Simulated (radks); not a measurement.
# Taking charge from the 4d level of I in fractions

Aim: follow energy and eigenvalue as charge leaves the 4d level of I bit by bit, and test Janak's theorem, Slater's transition state and the straight-line condition.

Method: Dirac Kohn-Sham, PBEsol, spin-unpolarised, spherical densities, finite nucleus; open shells are shared between the two j in proportion to 2j + 1. Code: radks (a radial shooting solver on a logarithmic mesh, Libxc functionals) version 1.

## Step 1: The atom as given

| Item | Value |
| --- | --- |
| element | iodine (Z = 53) |
| charge | 0 |
| electrons | 53 |
| configuration | [Kr] 4d10 5s2 5p5 |
| nuclear rms radius | 4.75 fm |

The outer shells:

I
```
[Kr] core
4d [↑↓][↑↓][↑↓][↑↓][↑↓]
5s [↑↓]
5p [↑↓][↑↓][↑ ]
```

## Step 2: Start: [Kr] 4d10 5s2 5p5

Settings of this run:

```text
Z 53
configuration [Kr] 4d10 5s2 5p5
relativity Dirac
functional pbe_sol,pbe_sol
spin unpolarised
j_filling average
nucleus finite rms 4.75 fm
c 137.035999084
```

## Step 3: 0.1 electron removed from 4d

Input: that of step 2 with these lines changed.

```diff
@@ -1,3 +1,3 @@
 Z 53
-configuration [Kr] 4d10 5s2 5p5
+configuration [Kr] 4d9.9 5s2 5p5
 relativity Dirac
```

## Step 4: 0.2 electron removed from 4d

Input: that of step 3 with these lines changed.

```diff
@@ -1,3 +1,3 @@
 Z 53
-configuration [Kr] 4d9.9 5s2 5p5
+configuration [Kr] 4d9.8 5s2 5p5
 relativity Dirac
```

## Step 5: 0.3 electron removed from 4d

Input: that of step 4 with these lines changed.

```diff
@@ -1,3 +1,3 @@
 Z 53
-configuration [Kr] 4d9.8 5s2 5p5
+configuration [Kr] 4d9.7 5s2 5p5
 relativity Dirac
```

## Step 6: 0.4 electron removed from 4d

Input: that of step 5 with these lines changed.

```diff
@@ -1,3 +1,3 @@
 Z 53
-configuration [Kr] 4d9.7 5s2 5p5
+configuration [Kr] 4d9.6 5s2 5p5
 relativity Dirac
```

## Step 7: 0.5 electron removed from 4d

Input: that of step 6 with these lines changed.

```diff
@@ -1,3 +1,3 @@
 Z 53
-configuration [Kr] 4d9.6 5s2 5p5
+configuration [Kr] 4d9.5 5s2 5p5
 relativity Dirac
```

## Step 8: 0.6 electron removed from 4d

Input: that of step 7 with these lines changed.

```diff
@@ -1,3 +1,3 @@
 Z 53
-configuration [Kr] 4d9.5 5s2 5p5
+configuration [Kr] 4d9.4 5s2 5p5
 relativity Dirac
```

## Step 9: 0.7 electron removed from 4d

Input: that of step 8 with these lines changed.

```diff
@@ -1,3 +1,3 @@
 Z 53
-configuration [Kr] 4d9.4 5s2 5p5
+configuration [Kr] 4d9.3 5s2 5p5
 relativity Dirac
```

## Step 10: 0.8 electron removed from 4d

Input: that of step 9 with these lines changed.

```diff
@@ -1,3 +1,3 @@
 Z 53
-configuration [Kr] 4d9.3 5s2 5p5
+configuration [Kr] 4d9.2 5s2 5p5
 relativity Dirac
```

## Step 11: 0.9 electron removed from 4d

Input: that of step 10 with these lines changed.

```diff
@@ -1,3 +1,3 @@
 Z 53
-configuration [Kr] 4d9.2 5s2 5p5
+configuration [Kr] 4d9.1 5s2 5p5
 relativity Dirac
```

## Step 12: 1 electron removed from 4d

Input: that of step 11 with these lines changed.

```diff
@@ -1,3 +1,3 @@
 Z 53
-configuration [Kr] 4d9.1 5s2 5p5
+configuration [Kr] 4d9 5s2 5p5
 relativity Dirac
```

**Question.** What will these runs give? Wanted: for each run, removed; E − E(0); eigenvalue; E minus straight line.

The runs gave:

| removed (e) | E − E(0) (eV) | eigenvalue (eV) | E minus straight line (eV) |
| --- | --- | --- | --- |
| 0 | 0.000 | -50.146 | 0.000 |
| 0.1 | 5.091 | -51.682 | -0.722 |
| 0.2 | 10.337 | -53.242 | -1.290 |
| 0.3 | 15.740 | -54.824 | -1.700 |
| 0.4 | 21.303 | -56.427 | -1.951 |
| 0.5 | 27.026 | -58.051 | -2.041 |
| 0.6 | 32.914 | -59.695 | -1.967 |
| 0.7 | 38.966 | -61.358 | -1.728 |
| 0.8 | 45.186 | -63.039 | -1.322 |
| 0.9 | 51.574 | -64.739 | -0.746 |
| 1 | 58.134 | -66.457 | 0.000 |

In words: Removing the whole electron costs 58.134 eV, against 50.146 eV from minus the starting eigenvalue. Slater's transition state, half an electron removed, gives 58.051 eV. The trapezoid integral of minus the eigenvalue gives 58.136 eV over the range, against 58.134 eV from the energies (Janak's theorem). The eigenvalue moves by 16.3 eV per electron. E bends below the straight line by 2.04 eV at 0.5 electron removed.
